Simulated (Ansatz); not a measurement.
# GeH2SO (SMILES [OH][Ge][SH]) at r2SCAN/def2-SVPD

What is the electronic atomisation energy of GeH2SO at r2SCAN/def2-SVPD? 

The results are computed with Ansatz 0.2.0.

50 further runs of the same task are left out: 50 set aside as unsound or not needed. Runs told in other sessions of the task aren't counted.

## Step 1: The system as given

GeH2SO: 5 atoms, total charge 0, spin state singlet. SMILES: `[OH][Ge][SH]`. The coordinates come from a PBE0-D4/def2-TZVP relaxation. This is one conformer, not always the lowest.

Bond lengths: O1–Ge2 1.782 Å, Ge2–S3 2.260 Å, O1–H4 0.961 Å, S3–H5 1.343 Å. Angles: O1–Ge2–S3 97.9°, Ge2–O1–H4 117.4°, Ge2–S3–H5 93.6°.

## Step 2: A single-point energy at r2SCAN/def2-SVPD

The input, molecule.yaml:

```yaml
crystal:
  periodic: [false, false, false]
  atoms:
    - {symbol: O, position_ang: [-1.346000, -1.001300, 0.399800]}
    - {symbol: Ge, position_ang: [-0.897400, 0.628900, -0.164200]}
    - {symbol: S, position_ang: [1.343300, 0.336500, -0.206300]}
    - {symbol: H, position_ang: [-0.632500, -1.625200, 0.561400]}
    - {symbol: H, position_ang: [1.582700, 1.587400, -0.632100]}
basis:
  gaussian:
    orbitals: def2-SVPD
hamiltonian:
  xc: r2scan
accuracy: high
output: {orbitals: {seedname: orbitals}}
```

The run is started by

```sh
$ ansatz run molecule.yaml --threads 1 --pin off --max-ram 2610MiB --events-out events.jsonl --progress --plain --runs-dir runs
```

Output:

```text
Warning: RAYON_NUM_THREADS=1 ignored (pool sized by the plan → 1); use --threads N
Functional definition: r2SCAN
  name "r2SCAN"
  parameter k0 = 0.174
  parameter k1 = 0.065
  parameter a1 = 4.9479
  exchange = r2scan_x(k0 = k0, k1 = k1, a1 = a1)
  correlation = r2scan_c
1966 factors; integrals over basis functions are off by at most 4.4e-9 eV
mean field evaluation 1: about -69414.4473 eV, gradient 6.0e1 eV
mean field evaluation 2: about -69349.8815 eV, gradient 1.6e2 eV
mean field evaluation 4: about -69420.2145 eV, gradient 1.5e1 eV
mean field evaluation 8: about -69421.0029 eV, gradient 2.3e-1 eV
mean field evaluation 16: about -69421.0031 eV, gradient 5.7e-5 eV
mean field -69421.00309874 eV, -2551.1748086328 hartree, gradient 7.0e-8 eV, S^2 0.000000; 0 other end points of the search recorded, 0 dependent functions left out
reference -69421.00309967 eV, -2551.1748086669 hartree; 29, 29 occupied and 75, 75 virtual orbitals, 1966 factors
Total energy: -69421.00309967 eV, -2551.1748086669 hartree
```

It took 18 s on 1 thread of Arm Neoverse V2, shared host; peak memory 0.3 GiB.

## Step 3: The Ge atom, same level

The input, in.yaml:

```yaml
crystal:
  periodic: [false, false, false]
  atoms:
    - {symbol: Ge, position_ang: [0.000000, 0.000000, 0.000000]}
basis:
  gaussian:
    orbitals: def2-SVPD
magnetization:
  spin_polarized: true
  initial_magnetization: 2
hamiltonian:
  xc: r2scan
accuracy: high
```

Run the same way, it converges to -2076.64849 Eh (log not shown).

## Step 4: The H atom at the same level

The input, job.yaml:

```yaml
basis:
  gaussian: {orbitals: def2-SVPD}
crystal:
  periodic: [false, false, false]
  atoms:
    - {symbol: H, position_ang: [0.000000, 0.000000, 0.000000]}
total_charge: 0
magnetization: {spin_polarized: true, initial_magnetization: 1}
hamiltonian: {xc: r2scan}
accuracy: high
```

The run is started by

```sh
$ ansatz run job.yaml --threads 1 --pin off --max-ram 2610MiB --events-out events.jsonl --progress --plain --runs-dir runs
```

Output:

```text
Warning: RAYON_NUM_THREADS=1 ignored (pool sized by the plan → 1); use --threads N
[... 7 set-up lines as earlier in the session ...]
33 factors; integrals over basis functions are off by at most 2.1e-9 eV
mean field evaluation 1: about -13.5842 eV, gradient 3.3e-3 eV
mean field evaluation 2: about -13.5842 eV, gradient 3.4e-3 eV
mean field evaluation 4: about -13.5842 eV, gradient 2.8e-5 eV
mean field -13.58416968 eV, -0.4992090282 hartree, gradient 8.8e-10 eV, S^2 0.750000; 0 other end points of the search recorded, 0 dependent functions left out
reference -13.58417057 eV, -0.4992090606 hartree; 1, 0 occupied and 7, 8 virtual orbitals, 33 factors
Total energy: -13.58417057 eV, -0.4992090606 hartree
```

Run time: 0.38 s. Hardware: 1 thread of Arm Neoverse V2, shared host.

## Step 5: The O atom

The input, in.yaml:

```yaml
basis:
  gaussian:
    orbitals: def2-SVPD
crystal:
  periodic: [false, false, false]
  atoms:
    - {symbol: O, position_ang: [0.000000, 0.000000, 0.000000]}
magnetization:
  spin_polarized: true
  initial_magnetization: 2
hamiltonian:
  xc: r2scan
accuracy: high
```

The run is started by

```sh
$ ansatz run in.yaml --threads 1 --pin off --max-ram 2610MiB --events-out events.jsonl --progress --plain --runs-dir runs
```

Output:

```text
Warning: RAYON_NUM_THREADS=1 ignored (pool sized by the plan → 1); use --threads N
[... 7 set-up lines as earlier in the session ...]
191 factors; integrals over basis functions are off by at most 1.9e-9 eV
mean field evaluation 1: about -2039.8423 eV, gradient 7.3e0 eV
mean field evaluation 2: about -2039.9291 eV, gradient 5.4e0 eV
mean field evaluation 4: about -2040.0465 eV, gradient 1.8e-2 eV
mean field evaluation 8: about -2040.0487 eV, gradient 1.1e-3 eV
mean field evaluation 16: about -2040.0487 eV, gradient 2.2e-9 eV
mean field -2040.04873174 eV, -74.9704080969 hartree, gradient 2.2e-9 eV, S^2 2.005433; 0 other end points of the search recorded, 0 dependent functions left out
reference -2040.04873597 eV, -74.9704082524 hartree; 5, 3 occupied and 18, 20 virtual orbitals, 191 factors
Total energy: -2040.04873597 eV, -74.9704082524 hartree
```

It took 1.1 s on 1 thread of Arm Neoverse V2, shared host; peak memory 0.099 GiB.

## Step 6: The S atom at the same level

The input, input.yaml:

```yaml
crystal:
  periodic: [false, false, false]
  atoms:
    - {symbol: S, position_ang: [0.000000, 0.000000, 0.000000]}
basis:
  gaussian:
    orbitals: def2-SVPD
magnetization:
  spin_polarized: true
  initial_magnetization: 2
hamiltonian:
  xc: r2scan
accuracy: high
```

Run the same way, it converges to -397.95417 Eh (log not shown).

## Step 7: Results

At r2SCAN/def2-SVPD:

| quantity | value |
| --- | --- |
| molecule: total energy | -2551.17481 Eh |
| molecule: HOMO energy | -6.68 eV |
| molecule: LUMO energy | -2.76 eV |
| molecule: HOMO–LUMO gap | 3.92 eV |
| Ge atom: total energy | -2076.64849 Eh |
| Ge atom: ⟨S²⟩ | 2.005 |
| H atom: total energy | -0.49921 Eh |
| H atom: ⟨S²⟩ | 0.750 |
| O atom: total energy | -74.97041 Eh |
| O atom: ⟨S²⟩ | 2.005 |
| S atom: total energy | -397.95417 Eh |
| S atom: ⟨S²⟩ | 2.005 |
| electronic atomisation energy | 16.417 eV |

In words: Taking the molecule apart into free atoms costs 16.42 eV (379 kcal/mol), before zero-point energy and without spin-orbit coupling.
